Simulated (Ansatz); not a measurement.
# MgGaP: the cost of one run

Computed, not measured: Ansatz 0.2.0, DFT, PBE, no spin polarisation, plane waves, PAW.

## 1. The cell

Symmetry: P-62m, No. 189, hexagonal system. The conventional cell has a = 6.896 Å, b = 6.896 Å, c = 4.167 Å, α = 90.00°, β = 90.00°, γ = 120.00°. Ga (site symmetry -62m) has 6 Mg at 2.67 Å and 3 P at 2.91 Å as nearest neighbours. Around Ga (site symmetry -6) lie 3 Mg at 2.67 Å and 6 P at 2.93 Å. Mg (site symmetry m2m) is surrounded by 4 Ga at 2.67 Å and 2 Mg at 2.90 Å and 6 P at 3.11 to 3.28 Å. P (site symmetry m2m) has 5 Ga at 2.91 to 2.93 Å and 6 Mg at 3.11 to 3.28 Å as nearest neighbours.

In its conventional cell, by symmetry (the run takes the cell typed in the input):

```cif
data_structure
_symmetry_space_group_name_H-M 'P-62m'
_symmetry_Int_Tables_number 189
_cell_length_a 6.8957
_cell_length_b 6.8957
_cell_length_c 4.1666
_cell_angle_alpha 90.000
_cell_angle_beta 90.000
_cell_angle_gamma 120.000
_cell_volume 171.58
loop_
_atom_site_label
_atom_site_type_symbol
_atom_site_symmetry_multiplicity
_atom_site_Wyckoff_symbol
_atom_site_fract_x
_atom_site_fract_y
_atom_site_fract_z
_atom_site_occupancy
Ga1 Ga 1 a 0.00000 0.00000 0.00000 1
Ga2 Ga 2 d 0.66667 0.33333 0.50000 1
Mg1 Mg 3 g 0.00000 0.24280 0.50000 1
P1 P 3 f 0.00000 0.57760 0.00000 1
```

It starts from an earlier solution of the starting cell (checkpoint.read).

## 2. The relaxation

File input.yaml:

```yaml
crystal:
  lattice:
    - [3.447872, 5.971886, 0.0]
    - [-3.447872, 5.971886, 0.0]
    - [0.0, 0.0, 4.166579]
  atoms:
    - { symbol: Ga, position: [0.0, 0.0, 0.0] }
    - { symbol: Ga, position: [0.3333, 0.3334, 0.5] }
    - { symbol: Ga, position: [0.6667, 0.6666, 0.5] }
    - { symbol: Mg, position: [0.7572, 0.2428, 0.5] }
    - { symbol: Mg, position: [0.2428, 0.0, 0.5] }
    - { symbol: Mg, position: [0.0, 0.7572, 0.5] }
    - { symbol: P, position: [0.4224, 0.5776, 0.0] }
    - { symbol: P, position: [0.5776, 0.0, 0.0] }
    - { symbol: P, position: [0.0, 0.4224, 0.0] }
  symmetry: { tolerance: 0.0003 }
kpoints:
  mp_grid: { grid: [6, 6, 8], shift: [0, 0, 0] }
magnetization:
  spin_polarized: false
scf:
  occupations: { method: fermi_dirac, width: 0.0258 }
  lower_state_search: "off"
hamiltonian:
  pseudopotentials: { kind: paw }
  xc: pbe
basis:
  ecutwfc: 420
  fft_grid_basis: typed
relax:
  max_steps: 60
output:
  forces: true
  stress: true
  eigenvalues: true
  bader: true
  populations: true
  elf: true
  write_potential: true
  volumetric_format: npy
  dos:
    e_range: [-12, 8]
    de: 0.05
    projected: { site_lists: { Ga: [Ga], Mg: [Mg], P: [P] } }
  write_density: true
checkpoint:
  read: saved_state
```

Started as:

```bash
ansatz run input.yaml --threads 2 --pin off --max-ram 3584MiB --backend cpu --events-out ev --progress --plain --runs-dir out
```

Q: Estimate wall time and peak memory on 2 threads of AMD EPYC, shared host.

About 6.2 min, with a peak of 0.73 GiB.
